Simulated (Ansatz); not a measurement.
# GaH (triplet): wB97M-V, B2PLYP over vertical spin and charge gaps, def2-QZVPP

Aim: run GaH (triplet) with these functionals over vertical spin and charge gaps, and hold them against the top wave-function level at the same points.

Computed with Ansatz 0.2.0, Gaussian basis. Level: def2-QZVPP, all electrons in the functionals, frozen cores in the correlation of double hybrids and RPA.

To be run: wB97M-V, B2PLYP, at charge 0, triplet; charge 0, singlet; charge 0, quintet; charge 1, doublet; charge 1, quartet.

10 further runs of the same task are left out: 10 set aside as unsound or not needed.

## (1) The system

The geometry is a PBE0/def2-TZVP stationary point (not a proven minimum). No spin-orbit coupling is included. The filled d shell of Ga may be among the frozen orbitals whatever the setting's name suggests; the logs give the count.

2 atoms, charge 0, spin multiplicity 3.

Atoms are counted from 1 here; the program's logs count them from 0.

Bond lengths: Ga1–H2 1.607 Å.

No dispersion term is added; wB97M-V holds VV10 nonlocal correlation.

The geometry shown and the zero of energy belong to the point charge 0, triplet. The yardstick, RCCSD(T), and other wave-function levels (R restricted, U unrestricted, valence and pair active spaces) come from earlier runs.

## (2) wB97M-V, charge 0, triplet

in.yaml

```yaml
crystal:
  periodic: [false, false, false]
  atoms:
    - {symbol: Ga, position_ang: [0.000000, 0.000000, 0.000000]}
    - {symbol: H, position_ang: [0.000000, 0.000000, 1.606800]}
basis:
  gaussian: {orbitals: "def2-QZVPP.json"}
magnetization: {spin_polarized: true, initial_magnetization: 2}
hamiltonian: {xc: {name: wB97M-V}}
output: {orbitals: {seedname: orbitals}}
```

The run is started by

```console
ansatz run in.yaml --threads 1 --pin off --events-out ev --progress --plain --max-ram 2393MiB
```

What it wrote (excerpt; [...] marks lines left out):

```text
Functional definition: wB97M-V
  name "wB97M-V"
  cite "Mardirossian & Head-Gordon, J. Chem. Phys. 144, 214110 (2016) doi:10.1063/1.4952647"
  cite "Becke, J. Chem. Phys. 107, 8554 (1997) doi:10.1063/1.475007"
  cite "Vydrov & Van Voorhis, J. Chem. Phys. 133, 244103 (2010) doi:10.1063/1.3521275"
  # Of w^i u^j: cxij and so on, Table III.
[...]
  gx(w, u) = 1 - cx + cx01*u + cx10*w
  gss(w, u) = css00 + css04*u^4 + css10*w + css20*w^2 + css43*w^4*u^3
  gos(w, u) = cos00 + cos10*w + (cos20 + cos21*u)*w^2 + (cos60 + cos61*u)*w^6
[...]
      + integral(e_c_pw_mod_opposite_spin*gos(b97_w_opposite, b97_u_opposite)) + vv10(b, c)
637 factors; their error is unknown
109 factors; integrals over basis functions are off by at most 1.2e-4 eV
[...]
mean field -52389.29752504 eV, -1925.2711733041 hartree, gradient 2.3e-5 eV, S^2 2.005693; 0 other end points of the search recorded, 0 dependent functions left out
reference -52389.29756182 eV, -1925.2711746556 hartree; 17, 15 occupied and 102, 104 virtual orbitals, 637 factors
Total energy: -52389.29756182 eV, -1925.2711746556 hartree
```

Run time: 9 s. Hardware: 1 thread of Arm Neoverse V2, shared host; peak memory 0.26 GiB.

From the report: ⟨S²⟩ of the determinant 2.006 (pure triplet: 2.00).

## (3) wB97M-V, charge 0, singlet

in.yaml, as its differences from that of step 2:

```diff
@@ -7,3 +7,2 @@
   gaussian: {orbitals: "def2-QZVPP.json"}
-magnetization: {spin_polarized: true, initial_magnetization: 2}
 hamiltonian: {xc: {name: wB97M-V}}
```

The command is unchanged.

What it wrote (excerpt; [...] marks lines left out):

```text
Functional definition: wB97M-V
  name "wB97M-V"
  cite "Mardirossian & Head-Gordon, J. Chem. Phys. 144, 214110 (2016) doi:10.1063/1.4952647"
  cite "Becke, J. Chem. Phys. 107, 8554 (1997) doi:10.1063/1.475007"
  cite "Vydrov & Van Voorhis, J. Chem. Phys. 133, 244103 (2010) doi:10.1063/1.3521275"
  # Of w^i u^j: cxij and so on, Table III.
[...]
  gx(w, u) = 1 - cx + cx01*u + cx10*w
  gss(w, u) = css00 + css04*u^4 + css10*w + css20*w^2 + css43*w^4*u^3
  gos(w, u) = cos00 + cos10*w + (cos20 + cos21*u)*w^2 + (cos60 + cos61*u)*w^6
[...]
      + integral(e_c_pw_mod_opposite_spin*gos(b97_w_opposite, b97_u_opposite)) + vv10(b, c)
637 factors; their error is unknown
109 factors; integrals over basis functions are off by at most 1.2e-4 eV
[...]
mean field -52391.45537282 eV, -1925.3504727471 hartree, gradient 4.8e-5 eV, S^2 0.000000; 0 other end points of the search recorded, 0 dependent functions left out
reference -52391.45541335 eV, -1925.3504742368 hartree; 16, 16 occupied and 103, 103 virtual orbitals, 637 factors
Total energy: -52391.45541335 eV, -1925.3504742368 hartree
```

It took 4.5 s on 1 thread of Arm Neoverse V2, shared host.

From charge 0, triplet: -208.2 kJ/mol.

## (4) wB97M-V, charge 0, quintet

in.yaml, as its differences from that of step 3:

```diff
@@ -7,2 +7,3 @@
   gaussian: {orbitals: "def2-QZVPP.json"}
+magnetization: {spin_polarized: true, initial_magnetization: 4}
 hamiltonian: {xc: {name: wB97M-V}}
```

Same command.

What it wrote (excerpt; [...] marks lines left out):

```text
Functional definition: wB97M-V
  name "wB97M-V"
  cite "Mardirossian & Head-Gordon, J. Chem. Phys. 144, 214110 (2016) doi:10.1063/1.4952647"
  cite "Becke, J. Chem. Phys. 107, 8554 (1997) doi:10.1063/1.475007"
  cite "Vydrov & Van Voorhis, J. Chem. Phys. 133, 244103 (2010) doi:10.1063/1.3521275"
  # Of w^i u^j: cxij and so on, Table III.
[...]
  gx(w, u) = 1 - cx + cx01*u + cx10*w
  gss(w, u) = css00 + css04*u^4 + css10*w + css20*w^2 + css43*w^4*u^3
  gos(w, u) = cos00 + cos10*w + (cos20 + cos21*u)*w^2 + (cos60 + cos61*u)*w^6
[...]
      + integral(e_c_pw_mod_opposite_spin*gos(b97_w_opposite, b97_u_opposite)) + vv10(b, c)
637 factors; their error is unknown
109 factors; integrals over basis functions are off by at most 1.2e-4 eV
[...]
mean field -52383.02987185 eV, -1925.0408412977 hartree, gradient 5.2e-5 eV, S^2 6.001794; 0 other end points of the search recorded, 0 dependent functions left out
reference -52383.02990703 eV, -1925.0408425905 hartree; 18, 14 occupied and 101, 105 virtual orbitals, 637 factors
Total energy: -52383.02990703 eV, -1925.0408425905 hartree
```

Run time: 7 s. Hardware: 1 thread of Arm Neoverse V2, shared host; peak memory 0.26 GiB.

From the report: ⟨S²⟩ of the determinant 6.002 (pure quintet: 6.00).

From charge 0, triplet: +604.7 kJ/mol.

## (5) wB97M-V, charge 1, doublet

in.yaml, as its differences from that of step 4:

```diff
@@ -7,3 +7,4 @@
   gaussian: {orbitals: "def2-QZVPP.json"}
-magnetization: {spin_polarized: true, initial_magnetization: 4}
+total_charge: 1
+magnetization: {spin_polarized: true, initial_magnetization: 1}
 hamiltonian: {xc: {name: wB97M-V}}
```

Same command.

What it wrote (excerpt; [...] marks lines left out):

```text
Functional definition: wB97M-V
  name "wB97M-V"
  cite "Mardirossian & Head-Gordon, J. Chem. Phys. 144, 214110 (2016) doi:10.1063/1.4952647"
  cite "Becke, J. Chem. Phys. 107, 8554 (1997) doi:10.1063/1.475007"
  cite "Vydrov & Van Voorhis, J. Chem. Phys. 133, 244103 (2010) doi:10.1063/1.3521275"
  # Of w^i u^j: cxij and so on, Table III.
[...]
  gx(w, u) = 1 - cx + cx01*u + cx10*w
  gss(w, u) = css00 + css04*u^4 + css10*w + css20*w^2 + css43*w^4*u^3
  gos(w, u) = cos00 + cos10*w + (cos20 + cos21*u)*w^2 + (cos60 + cos61*u)*w^6
[...]
      + integral(e_c_pw_mod_opposite_spin*gos(b97_w_opposite, b97_u_opposite)) + vv10(b, c)
637 factors; their error is unknown
109 factors; integrals over basis functions are off by at most 1.2e-4 eV
[...]
mean field -52383.02835479 eV, -1925.0407855465 hartree, gradient 4.5e-5 eV, S^2 0.758932; 0 other end points of the search recorded, 0 dependent functions left out
reference -52383.02839600 eV, -1925.0407870613 hartree; 16, 15 occupied and 103, 104 virtual orbitals, 637 factors
Total energy: -52383.02839600 eV, -1925.0407870613 hartree
```

Run time: 7.5 s. Hardware: 1 thread of Arm Neoverse V2, shared host; peak memory 0.26 GiB.

From the report: ⟨S²⟩ of the determinant 0.759 (pure doublet: 0.75).

From charge 0, triplet: +604.9 kJ/mol.

## (6) wB97M-V, charge 1, quartet

in.yaml, as its differences from that of step 5:

```diff
@@ -8,3 +8,3 @@
 total_charge: 1
-magnetization: {spin_polarized: true, initial_magnetization: 1}
+magnetization: {spin_polarized: true, initial_magnetization: 3}
 hamiltonian: {xc: {name: wB97M-V}}
```

The command is unchanged.

What it wrote (excerpt; [...] marks lines left out):

```text
Functional definition: wB97M-V
  name "wB97M-V"
  cite "Mardirossian & Head-Gordon, J. Chem. Phys. 144, 214110 (2016) doi:10.1063/1.4952647"
  cite "Becke, J. Chem. Phys. 107, 8554 (1997) doi:10.1063/1.475007"
  cite "Vydrov & Van Voorhis, J. Chem. Phys. 133, 244103 (2010) doi:10.1063/1.3521275"
  # Of w^i u^j: cxij and so on, Table III.
[...]
  gx(w, u) = 1 - cx + cx01*u + cx10*w
  gss(w, u) = css00 + css04*u^4 + css10*w + css20*w^2 + css43*w^4*u^3
  gos(w, u) = cos00 + cos10*w + (cos20 + cos21*u)*w^2 + (cos60 + cos61*u)*w^6
[...]
      + integral(e_c_pw_mod_opposite_spin*gos(b97_w_opposite, b97_u_opposite)) + vv10(b, c)
637 factors; their error is unknown
109 factors; integrals over basis functions are off by at most 1.2e-4 eV
[...]
mean field -52375.86350178 eV, -1924.7774820549 hartree, gradient 2.7e-5 eV, S^2 3.751129; 1 other end points of the search recorded, 0 dependent functions left out
reference -52375.86354473 eV, -1924.7774836334 hartree; 17, 14 occupied and 102, 105 virtual orbitals, 637 factors
Total energy: -52375.86354473 eV, -1924.7774836334 hartree
```

Run time: 10 s. Hardware: 1 thread of Arm Neoverse V2, shared host; peak memory 0.26 GiB.

From the report: ⟨S²⟩ of the determinant 3.751 (pure quartet: 3.75).

From charge 0, triplet: +1296.2 kJ/mol.

## (7) B2PLYP, charge 0, triplet

in.yaml

```yaml
crystal:
  periodic: [false, false, false]
  atoms:
    - {symbol: Ga, position_ang: [0.000000, 0.000000, 0.000000]}
    - {symbol: H, position_ang: [0.000000, 0.000000, 1.606800]}
basis:
  gaussian: {orbitals: "def2-QZVPP.json"}
magnetization: {spin_polarized: true, initial_magnetization: 2}
hamiltonian: {xc: {name: B2PLYP}}
correlation: {electrons: outside_noble_gas}
```

The command is unchanged.

What it wrote (excerpt; [...] marks lines left out):

```text
Functional definition: B2PLYP
  name "B2PLYP"
  cite "Grimme, J. Chem. Phys. 124, 034108 (2006) doi:10.1063/1.2148954"
  cite "Becke, Phys. Rev. A 38, 3098 (1988) doi:10.1103/PhysRevA.38.3098"
  cite "Lee, Yang & Parr, Phys. Rev. B 37, 785 (1988) doi:10.1103/PhysRevB.37.785"
[...]
777 factors; integrals over basis functions are off by at most 1.2e-3 eV
[...]
mean field -52380.57310529 eV, -1924.9505567916 hartree, gradient 4.2e-6 eV, S^2 2.010092; 0 other end points of the search recorded, 0 dependent functions left out
14 core orbitals not correlated: weight in the atoms' cores, before any rotation towards them, 0.998 or more for the frozen orbitals, at most 0.002 for the correlated occupied ones
reference -52380.57321834 eV, -1924.9505609463 hartree; 3, 1 occupied and 102, 104 virtual orbitals, 777 factors
second order -1.58144775 eV of doubles, -0.00000000 eV of singles
Total energy: -52381.00020923 eV, -1924.9662525722 hartree
```

Run time: 4.5 s. Hardware: 1 thread of Arm Neoverse V2, shared host.

From the report: ⟨S²⟩ of the determinant 2.010 (pure triplet: 2.00).

## (8) B2PLYP, charge 0, singlet

in.yaml, as its differences from that of step 7:

```diff
@@ -7,3 +7,2 @@
   gaussian: {orbitals: "def2-QZVPP.json"}
-magnetization: {spin_polarized: true, initial_magnetization: 2}
 hamiltonian: {xc: {name: B2PLYP}}
```

Launched as before.

What it wrote (excerpt; [...] marks lines left out):

```text
Functional definition: B2PLYP
  name "B2PLYP"
  cite "Grimme, J. Chem. Phys. 124, 034108 (2006) doi:10.1063/1.2148954"
  cite "Becke, Phys. Rev. A 38, 3098 (1988) doi:10.1103/PhysRevA.38.3098"
  cite "Lee, Yang & Parr, Phys. Rev. B 37, 785 (1988) doi:10.1103/PhysRevB.37.785"
[...]
777 factors; integrals over basis functions are off by at most 1.2e-3 eV
[...]
mean field -52382.50240570 eV, -1925.0214572742 hartree, gradient 5.7e-7 eV, S^2 0.000000; 0 other end points of the search recorded, 0 dependent functions left out
14 core orbitals not correlated: weight in the atoms' cores, before any rotation towards them, 0.998 or more for the frozen orbitals, at most 0.001 for the correlated occupied ones
reference -52382.50252185 eV, -1925.0214615424 hartree; 2, 2 occupied and 103, 103 virtual orbitals, 777 factors
second order -2.16005059 eV of doubles, -0.00000000 eV of singles
Total energy: -52383.08573550 eV, -1925.0428942490 hartree
```

Run time: 3 s. Hardware: 1 thread of Arm Neoverse V2, shared host.

From charge 0, triplet: -201.2 kJ/mol.

## (9) B2PLYP, charge 0, quintet

in.yaml, as its differences from that of step 8:

```diff
@@ -7,2 +7,3 @@
   gaussian: {orbitals: "def2-QZVPP.json"}
+magnetization: {spin_polarized: true, initial_magnetization: 4}
 hamiltonian: {xc: {name: B2PLYP}}
```

The command is unchanged.

What it wrote (excerpt; [...] marks lines left out):

```text
Functional definition: B2PLYP
  name "B2PLYP"
  cite "Grimme, J. Chem. Phys. 124, 034108 (2006) doi:10.1063/1.2148954"
  cite "Becke, Phys. Rev. A 38, 3098 (1988) doi:10.1103/PhysRevA.38.3098"
  cite "Lee, Yang & Parr, Phys. Rev. B 37, 785 (1988) doi:10.1103/PhysRevB.37.785"
[...]
777 factors; integrals over basis functions are off by at most 1.2e-3 eV
[...]
mean field -52374.67859972 eV, -1924.7339377076 hartree, gradient 2.5e-6 eV, S^2 6.001740; 0 other end points of the search recorded, 0 dependent functions left out
14 core orbitals not correlated: weight in the atoms' cores, before any rotation towards them, 0.991 or more for the frozen orbitals, at most 0.007 for the correlated occupied ones
reference -52374.67872835 eV, -1924.7339424347 hartree; 4, 0 occupied and 101, 105 virtual orbitals, 777 factors
second order -0.51104558 eV of doubles, -0.00000000 eV of singles
Total energy: -52374.81671066 eV, -1924.7390131910 hartree
```

Run time: 3.9 s. Hardware: 1 thread of Arm Neoverse V2, shared host.

From the report: ⟨S²⟩ of the determinant 6.002 (pure quintet: 6.00).

From charge 0, triplet: +596.6 kJ/mol.

## (10) B2PLYP, charge 1, doublet

in.yaml, as its differences from that of step 9:

```diff
@@ -7,3 +7,4 @@
   gaussian: {orbitals: "def2-QZVPP.json"}
-magnetization: {spin_polarized: true, initial_magnetization: 4}
+total_charge: 1
+magnetization: {spin_polarized: true, initial_magnetization: 1}
 hamiltonian: {xc: {name: B2PLYP}}
```

The command is unchanged.

What it wrote (excerpt; [...] marks lines left out):

```text
Functional definition: B2PLYP
  name "B2PLYP"
  cite "Grimme, J. Chem. Phys. 124, 034108 (2006) doi:10.1063/1.2148954"
  cite "Becke, Phys. Rev. A 38, 3098 (1988) doi:10.1103/PhysRevA.38.3098"
  cite "Lee, Yang & Parr, Phys. Rev. B 37, 785 (1988) doi:10.1103/PhysRevB.37.785"
[...]
777 factors; integrals over basis functions are off by at most 1.2e-3 eV
[...]
mean field -52374.44007290 eV, -1924.7251720084 hartree, gradient 3.2e-6 eV, S^2 0.767356; 0 other end points of the search recorded, 0 dependent functions left out
14 core orbitals not correlated: weight in the atoms' cores, before any rotation towards them, 0.997 or more for the frozen orbitals, at most 0.002 for the correlated occupied ones
reference -52374.44018905 eV, -1924.7251762771 hartree; 2, 1 occupied and 103, 104 virtual orbitals, 777 factors
second order -1.20794941 eV of doubles, -0.00000000 eV of singles
Total energy: -52374.76633539 eV, -1924.7371619340 hartree
```

Wall time 3.6 s (1 thread of Arm Neoverse V2, shared host).

From the report: ⟨S²⟩ of the determinant 0.767 (pure doublet: 0.75).

From charge 0, triplet: +601.5 kJ/mol.

## (11) B2PLYP, charge 1, quartet

in.yaml, as its differences from that of step 10:

```diff
@@ -8,3 +8,3 @@
 total_charge: 1
-magnetization: {spin_polarized: true, initial_magnetization: 1}
+magnetization: {spin_polarized: true, initial_magnetization: 3}
 hamiltonian: {xc: {name: B2PLYP}}
```

Same command.

What it wrote (excerpt; [...] marks lines left out):

```text
Functional definition: B2PLYP
  name "B2PLYP"
  cite "Grimme, J. Chem. Phys. 124, 034108 (2006) doi:10.1063/1.2148954"
  cite "Becke, Phys. Rev. A 38, 3098 (1988) doi:10.1103/PhysRevA.38.3098"
  cite "Lee, Yang & Parr, Phys. Rev. B 37, 785 (1988) doi:10.1103/PhysRevB.37.785"
[...]
777 factors; integrals over basis functions are off by at most 1.2e-3 eV
[...]
mean field -52367.74367410 eV, -1924.4790838915 hartree, gradient 6.9e-6 eV, S^2 3.751219; 0 other end points of the search recorded, 0 dependent functions left out
14 core orbitals not correlated: weight in the atoms' cores, before any rotation towards them, 0.994 or more for the frozen orbitals, at most 0.006 for the correlated occupied ones
reference -52367.74380369 eV, -1924.4790886541 hartree; 3, 0 occupied and 102, 105 virtual orbitals, 777 factors
second order -0.22299106 eV of doubles, -0.00000000 eV of singles
Total energy: -52367.80401128 eV, -1924.4813012421 hartree
```

Run time: 4 s. Hardware: 1 thread of Arm Neoverse V2, shared host.

From the report: ⟨S²⟩ of the determinant 3.751 (pure quartet: 3.75).

From charge 0, triplet: +1273.2 kJ/mol.

## (12) Against the wave-function levels

No level is safe as a reference over these points; RCCSD(T) serves as a yardstick only. It comes from earlier runs at the same points. Energies in kJ/mol, counted from charge 0, triplet; blanks weren't run or aren't comparable.

```csv
level,triplet to singlet,triplet to quintet,ionisation to the doublet cation,ionisation to the quartet cation
RCCSD(T),-193.6,553.0,609.3,1245.4
wB97M-V,-208.2,604.7,604.9,1296.2
B2PLYP,-201.2,596.6,601.5,1273.2
```

Largest miss and mean time a point (RCCSD(T) took 6.9 s a point; shared hosts):

```csv
level,largest miss (kJ/mol),where,time a point
wB97M-V,+51.8,triplet to quintet,7.6 s
B2PLYP,+43.6,triplet to quintet,3.8 s
```

## (13) Summary of results

| quantity | value |
| --- | --- |
| triplet to singlet, RCCSD(T) | -193.6 kJ/mol |
| triplet to quintet, RCCSD(T) | 553.0 kJ/mol |
| ionisation to the doublet cation, RCCSD(T) | 609.3 kJ/mol |
| ionisation to the quartet cation, RCCSD(T) | 1245.4 kJ/mol |
| largest miss, wB97M-V | +51.8 kJ/mol (triplet to quintet) |
| largest miss, B2PLYP | +43.6 kJ/mol (triplet to quintet) |

Of the functionals, B2PLYP keep the smallest largest miss at the points compared (at most 43.6 kJ/mol) and wB97M-V strays most (51.8 kJ/mol, at triplet to quintet). Functionals and the yardstick converge differently with the basis, so part of each miss in def2-QZVPP is the basis. The yardstick itself may be off where one determinant is a poor start.
